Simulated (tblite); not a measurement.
# C2H4B2O (SMILES BOBC#C): GFN1-xTB

Aim: the electronic atomisation energy of C2H4B2O at GFN1-xTB, from 5 runs. 

Program for the calculation: tblite 0.8.0.

13 further runs of the same task are left out: 13 set aside as unsound or not needed.

**1. Starting point**

C2H4B2O: 9 atoms, total charge 0, spin state singlet. As SMILES, `BOBC#C`. Geometry: optimised at GFN1-xTB. This is one conformer, not always the lowest.

Bond lengths: B1–O2 1.328 Å, O2–B3 1.337 Å, B3–C4 1.523 Å, C4–C5 1.205 Å, B1–H6 1.189 Å, B1–H7 1.189 Å, B3–H8 1.189 Å, C5–H9 1.060 Å. Angles: B1–O2–B3 177.2°, O2–B3–C4 120.2°, B3–C4–C5 177.4°, O2–B1–H6 119.1°, O2–B1–H7 119.1°, O2–B3–H8 119.1°, C4–B3–H8 120.7°, C4–C5–H9 179.6°, H6–B1–H7 121.7°.

**2. Vibrational wavenumbers at GFN1-xTB**

File geom.xyz:

```xyz
9

B      1.207457     0.313639    -1.708968
O      0.819597    -0.107581    -0.510317
B      0.372446    -0.500680     0.686493
C     -1.027528    -0.115326     1.145844
C     -2.125959     0.162826     1.555843
H      1.761286     1.361601    -1.802960
H      1.003864    -0.373353    -2.657836
H      1.082252    -1.152705     1.382567
H     -3.093416     0.411558     1.909345
```

File script.py:

```python
import json
import numpy as np
from tblite.interface import Calculator
from tblite.interface import symbols_to_numbers
from ase.data import atomic_masses

symbols = list(map(str, np.loadtxt("geom.xyz", skiprows=2, usecols=0, dtype=str, ndmin=1)))
numbers = np.array(symbols_to_numbers(symbols))
positions = np.loadtxt("geom.xyz", skiprows=2, usecols=(1, 2, 3), ndmin=2) / 0.5291772

tb = Calculator("GFN1-xTB", numbers, positions, charge=0, uhf=0)
tb.set("verbosity", 0)
tb.set("accuracy", 0.01)
res = tb.singlepoint()
h = 0.005  # bohr
n = positions.size
H, D = np.zeros((n, n)), np.zeros((n, 3))
for a in range(n):
    g, d = [], []
    for sign in (1, -1):
        x = positions.ravel().copy()
        x[a] += sign * h
        tb.update(x.reshape(-1, 3))
        y = tb.singlepoint()
        g.append(y.get('gradient').ravel())
        d.append(y.get('dipole'))
    H[a], D[a] = (g[0] - g[1]) / (2 * h), (d[0] - d[1]) / (2 * h)
mass = np.repeat(atomic_masses[numbers], 3)
H = (H + H.T) / 2 / np.sqrt(np.outer(mass, mass))
# project out translations and rotations
com = positions - atomic_masses[numbers] @ positions / atomic_masses[numbers].sum()
T = [np.tile(v, len(numbers)) for v in np.eye(3)] + [np.cross(com, v).ravel() for v in np.eye(3)]
U, sv, _ = np.linalg.svd((np.array(T) * np.sqrt(mass)).T)
Q = U[:, (sv > 1e-3 * sv.max()).sum():]
w, V = np.linalg.eigh(Q.T @ H @ Q)
freq = np.sign(w) * np.sqrt(np.abs(w)) * 5140.487
inten = (((Q @ V).T / np.sqrt(mass)) @ D) ** 2
inten = inten.sum(axis=1) * 974.88
print(f"E = {res.get('energy'):.8f} Eh, max gradient {np.abs(res.get('gradient')).max():.2e} Eh/bohr")
print("mode   frequency/cm^-1   IR/(km/mol)")
for i, (v, s) in enumerate(zip(freq, inten), 1):
    print(f"{i:4d} {v:14.2f} {s:14.3f}")
zpe = freq[freq > 0].sum() / 2 / 219474.63
print(f"imaginary modes: {(freq < -10).sum()}, zero-point energy {zpe:.6f} Eh = {zpe * 27.211386:.4f} eV")
out = {k: np.asarray(res.get(k)).tolist() for k in ("energy", "gradient", "charges", "dipole", "orbital-energies", "orbital-occupations")}
out.update(symbols=symbols, positions=(positions * 0.529177210903).tolist(), frequencies=freq.tolist(), intensities=inten.tolist(), zpe=zpe)
json.dump(out, open("results.json", "w"))
```

Run with:

```sh
$ python script.py
```

Standard output:

```text
E = -13.86240371 Eh, max gradient 1.92e-05 Eh/bohr
mode   frequency/cm^-1   IR/(km/mol)
   1          97.50          0.981
   2         161.11          3.049
   3         215.67          0.801
   4         217.02          0.095
   5         380.38          3.987
   6         489.57         12.598
   7         676.01         19.717
   8         692.67          0.000
   9         775.70         98.378
  10         862.78         68.027
  11         906.33         71.684
  12         990.77          1.315
  13         993.55         66.331
  14        1166.54        196.457
  15        1259.53         21.243
  16        1519.21        508.205
  17        2225.86         38.238
  18        2527.41        185.682
  19        2536.97        199.230
  20        2538.31         99.693
  21        3351.25          0.265
imaginary modes: 0, zero-point energy 0.056007 Eh = 1.5240 eV
```

It took 0.9 s on 1 thread of Intel Xeon at 2.50GHz (Skylake/Cascade Lake), shared host.

**3. The B atom: a single-point energy at GFN1-xTB**

File script.py:

```python
import json
import numpy as np
from ase import Atom, Atoms
from tblite.ase import TBLite
from ase.units import Hartree
from ase.units import Debye

atoms = Atoms([
    Atom("B", (0.000000, 0.000000, 0.000000)),
])
start = atoms.get_positions()

atoms.calc = TBLite(
    method="GFN1-xTB",
    multiplicity=2,
    accuracy=0.1,
    spin_polarization=1.0,
    verbosity=0,
)
print(f"Energy: {atoms.get_potential_energy() / Hartree:.6f} Eh")
print(f"Dipole: {np.linalg.norm(atoms.get_dipole_moment()) / Debye:.4f} D")
print("Charges:", np.round(atoms.get_charges(), 4))
json.dump(dict(energy=atoms.get_potential_energy(), forces=atoms.get_forces().tolist(), dipole=atoms.get_dipole_moment().tolist(), charges=atoms.get_charges().tolist(),
               symbols=atoms.get_chemical_symbols(), start=start.tolist(), final=atoms.positions.tolist()), open("results.json", "w"))
```

Run the same way, it converges to -1.20966 Eh (log not shown).

**4. The C atom: the energy at GFN1-xTB**

File start.xyz:

```xyz
1

C      0.000000     0.000000     0.000000
```

File run.py:

```python
import json
import numpy as np
from ase.io import read
from tblite.ase import TBLite
from ase.units import kJ, mol as mol_
from ase.units import Debye

mol = read("start.xyz")
start = mol.get_positions()

mol.calc = TBLite(
    method="GFN1-xTB",
    multiplicity=3,
    accuracy=0.1,
    spin_polarization=1.0,
)
print(f"E: {mol.get_potential_energy() / (kJ / mol_):.6f} kJ/mol")
print(f"Dipole: {np.linalg.norm(mol.get_dipole_moment()) / Debye:.4f} D")
print("Charges:", np.round(mol.get_charges(), 4))
json.dump(dict(energy=mol.get_potential_energy(), forces=mol.get_forces().tolist(), dipole=mol.get_dipole_moment().tolist(), charges=mol.get_charges().tolist(),
               symbols=mol.get_chemical_symbols(), start=start.tolist(), final=mol.positions.tolist()), open("results.json", "w"))
```

Run with:

```sh
$ python run.py
```

Standard output:

```text
------------------------------------------------------------
  cycle        total energy    energy error   density error
------------------------------------------------------------
      1     -1.784671809123  -1.7846718E+00   1.0000000E+00
      2     -1.784671809123   0.0000000E+00   6.0000000E-01
      3     -1.784671809123   0.0000000E+00   3.5996400E-05
      4     -1.784671809123   0.0000000E+00   1.1191048E-13
------------------------------------------------------------

 total:                                   0.001 sec
E: -4685.655190 kJ/mol
Dipole: 0.0000 D
Charges: [-0.]
```

It took 1.6 s on 1 thread of Intel Xeon at 2.50GHz (Skylake/Cascade Lake), shared host; peak memory 0.091 GiB.

**5. The H atom: a single-point energy at GFN1-xTB**

File script.py:

```python
"""GFN1-xTB single point"""
import json
import numpy as np
from tblite.interface import Calculator
from tblite.interface import symbols_to_numbers

geometry = """
H      0.000000     0.000000     0.000000
"""
lines = [l.split() for l in geometry.strip().splitlines()]
symbols = [l[0] for l in lines]
numbers = np.array(symbols_to_numbers(symbols))
positions = np.array([l[1:4] for l in lines], float) / 0.529177210903

calculator = Calculator("GFN1-xTB", numbers, positions, charge=0, uhf=1)
calculator.set("verbosity", 0)
calculator.set("accuracy", 0.1)
calculator.add("spin-polarization", 1.0)
res = calculator.singlepoint()

print(f"Energy: {res.get('energy') * 627.5095:.8f} kcal/mol")
eps = np.atleast_2d(res.get("orbital-energies")) * 27.211386
occ = np.atleast_2d(res.get("orbital-occupations"))
filled = occ.sum(axis=0) if eps.shape[0] == 1 else occ[0]
homo = np.nonzero(filled > 0.5)[0].max()
print(f"HOMO {eps[0, homo]:.4f} eV")
if homo + 1 < eps.shape[1]:
    print(f"LUMO {eps[0, homo + 1]:.4f} eV, gap {eps[0, homo + 1] - eps[0, homo]:.4f} eV")
mu = res.get("dipole") * 2.541746
print(f"dipole: {np.linalg.norm(mu):.4f} D, components " + " ".join(f"{c:.4f}" for c in mu))
q = res.get("charges")
print("Charges:", " ".join(f"{s}{i + 1}={c:+.4f}" for i, (s, c) in enumerate(zip(symbols, q))))
out = {k: np.asarray(res.get(k)).tolist() for k in ("energy", "gradient", "charges", "dipole", "orbital-energies", "orbital-occupations")}
out.update(symbols=symbols, positions=(positions * 0.529177210903).tolist())
json.dump(out, open("results.json", "w"))
```

Run the same way, it converges to -0.43724 Eh (log not shown).

**6. The O atom: a single-point energy at GFN1-xTB**

File xtb_job.py:

```python
import json
import numpy as np
from tblite.interface import Calculator

symbols = ["O"]
numbers = np.array([8])
positions = np.array([  # bohr
    [0.000000, 0.000000, 0.000000],
])

xtb = Calculator("GFN1-xTB", numbers, positions, charge=0, uhf=2)
xtb.set("verbosity", 0)
xtb.set("accuracy", 0.1)
xtb.add("spin-polarization", 1.0)
result = xtb.singlepoint()

print(f"Total energy: {result.get('energy'):.8f} Eh")
eps = np.atleast_2d(result.get("orbital-energies")) * 27.211386
occ = np.atleast_2d(result.get("orbital-occupations"))
filled = occ.sum(axis=0) if eps.shape[0] == 1 else occ[0]
homo = np.nonzero(filled > 0.5)[0].max()
print("  MO   occupation   energy/eV")
for i in range(max(0, homo - 4), min(eps.shape[1], homo + 5)):
    print(f"{i + 1:4d} {filled[i]:10.4f} {eps[0, i]:12.4f}")
mu = result.get("dipole") * 2.541746
print(f"|mu|: {np.linalg.norm(mu):.4f} D, components " + " ".join(f"{c:.4f}" for c in mu))
q = result.get("charges")
print("Charges:", " ".join(f"{s}{i + 1}={c:+.4f}" for i, (s, c) in enumerate(zip(symbols, q))))
out = {k: np.asarray(result.get(k)).tolist() for k in ("energy", "gradient", "charges", "dipole", "orbital-energies", "orbital-occupations")}
out.update(symbols=symbols, positions=(positions * 0.529177210903).tolist())
json.dump(out, open("results.json", "w"))
```

Run the same way, it converges to -4.40654 Eh (log not shown).

**7. Results**

At GFN1-xTB:

| quantity | value |
| --- | --- |
| molecule: total energy | -13.86240 Eh |
| molecule: dipole moment | 0.42 D |
| molecule: HOMO energy | -11.97 eV |
| molecule: LUMO energy | -7.28 eV |
| molecule: HOMO–LUMO gap | 4.69 eV |
| molecule: largest force on an atom | 0.001 eV/Å |
| molecule: lowest harmonic wavenumber | 98 cm⁻¹ |
| molecule: highest harmonic wavenumber | 3351 cm⁻¹ |
| molecule: zero-point energy | 147.0 kJ/mol |
| B atom: total energy | -1.20966 Eh |
| B atom: dipole moment | 0.00 D |
| B atom: largest force on an atom | 0.000 eV/Å |
| C atom: total energy | -1.78467 Eh |
| C atom: dipole moment | 0.00 D |
| C atom: largest force on an atom | 0.000 eV/Å |
| H atom: total energy | -0.43724 Eh |
| H atom: dipole moment | 0.00 D |
| H atom: HOMO energy (as the program lists it) | -12.87 eV |
| H atom: largest force on an atom | 0.000 eV/Å |
| O atom: total energy | -4.40654 Eh |
| O atom: dipole moment | 0.00 D |
| O atom: HOMO energy (as the program lists it) | -19.40 eV |
| O atom: largest force on an atom | 0.000 eV/Å |
| electronic atomisation energy | 46.756 eV |

Taking the molecule apart into free atoms costs 46.76 eV (4511 kJ/mol), before zero-point energy and without spin-orbit coupling. Tight-binding and semi-empirical models aren't fitted to free atoms, so this value can be far from the true one. All 21 modes (molecule) are real, so the shape is a minimum at this level. Mulliken charges (molecule) run from -0.41 on O2 to +0.39 on B3.
